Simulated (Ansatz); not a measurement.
# Si2H5O2 radical: a ladder of functionals and wavefunction methods

An exercise on one series of results from a longer session: the logs are not shown, and one member is left open.

The runs use Ansatz 0.2.0, Gaussian basis; functionals in def2-TZVPP, the program's frozen cores in correlated methods.

The runs, in order: PBE-D4, r2SCAN-D4, PBE0-D4, B3LYP-D4, ωB97X-V, ωB97M-V, B2PLYP; CCSD(T)/def2-TZVPP; MP2/def2-QZVPP; extrapolation to the limit.

### The relaxed structure

The geometry comes from an earlier relaxation with PBE0-D4 in a triple-zeta def2 set; it is a stationary point, not always the lowest conformer.

9 atoms, charge 0, spin multiplicity 2.

Atoms are counted from 1 here; the program's logs count them from 0.

Bond lengths: O1–Si2 1.659 Å, O1–H5 0.959 Å, Si2–Si3 2.351 Å, Si2–H6 1.504 Å, Si3–O4 1.654 Å, Si3–H7 1.482 Å, Si3–H8 1.494 Å, O4–H9 0.958 Å. Angles: Si2–O1–H5 117.5°, O1–Si2–Si3 108.7°, O1–Si2–H6 109.9°, Si3–Si2–H6 111.5°, Si2–Si3–O4 109.5°, Si2–Si3–H7 110.8°, Si2–Si3–H8 110.6°, O4–Si3–H7 105.6°, O4–Si3–H8 111.7°, H7–Si3–H8 108.5°, Si3–O4–H9 117.3°.

The first run:

in.yaml reads:

```yaml
crystal:
  periodic: [false, false, false]
  atoms:
    - {symbol: O, position_ang: [-1.960199, 1.294533, 0.040260]}
    - {symbol: Si, position_ang: [-0.418781, 1.045679, 0.600975]}
    - {symbol: Si, position_ang: [0.264756, -1.119407, -0.008945]}
    - {symbol: O, position_ang: [1.899124, -1.262455, 0.203104]}
    - {symbol: H, position_ang: [-2.269143, 2.200138, -0.019772]}
    - {symbol: H, position_ang: [0.504073, 2.093780, 0.043196]}
    - {symbol: H, position_ang: [-0.344044, -2.135525, 0.882410]}
    - {symbol: H, position_ang: [-0.137373, -1.421936, -1.415895]}
    - {symbol: H, position_ang: [2.461587, -0.694807, -0.325333]}
basis:
  gaussian: {orbitals: def2-TZVPP}
magnetization: {spin_polarized: true, initial_magnetization: 1}
hamiltonian: {xc: pbe, dispersion: d4}
output: {forces: true, orbitals: {seedname: orbitals}}
```

The run is started by

```console
$ ansatz run in.yaml --threads 2 --pin off --events-out ev --progress --plain --max-ram 22528MiB --backend cpu
```

Steps of the session up to this table: PBE-D4 (GGA); r2SCAN-D4 (meta-GGA); PBE0-D4 (hybrid); B3LYP-D4 (hybrid); ωB97X-V (range-separated); ωB97M-V (range-separated); B2PLYP (double hybrid); CCSD(T) in def2-TZVPP; MP2 in def2-QZVPP.

One of the session's tables, all rows but one given; the rest of the session is left out.

```
            method  atomisation energy (eV)
            PBE-D4                   31.095
         r2SCAN-D4                   31.026
           PBE0-D4                   30.501
          B3LYP-D4                   30.816
           ωB97X-V                   31.052
           ωB97M-V                   30.886
            B2PLYP                        ?
     HF/def2-TZVPP                   22.089
    MP2/def2-TZVPP                   30.502
   CCSD/def2-TZVPP                   29.601
CCSD(T)/def2-TZVPP                   30.022
           MP2/CBS                   31.519
       CCSD(T)/CBS                   31.039
```

**Question.** Estimate the row for B2PLYP.

As computed: atomisation energy (eV): 30.475. In the column «atomisation energy (eV)» it lies between CCSD(T)/def2-TZVPP (30.022) and PBE0-D4 (30.501).

Caveats from the session: Free atoms (2 O, 2 Si, 5 H) were run apart at each level; the atomisation energy is their sum less the molecule, without zero-point or spin-orbit terms.
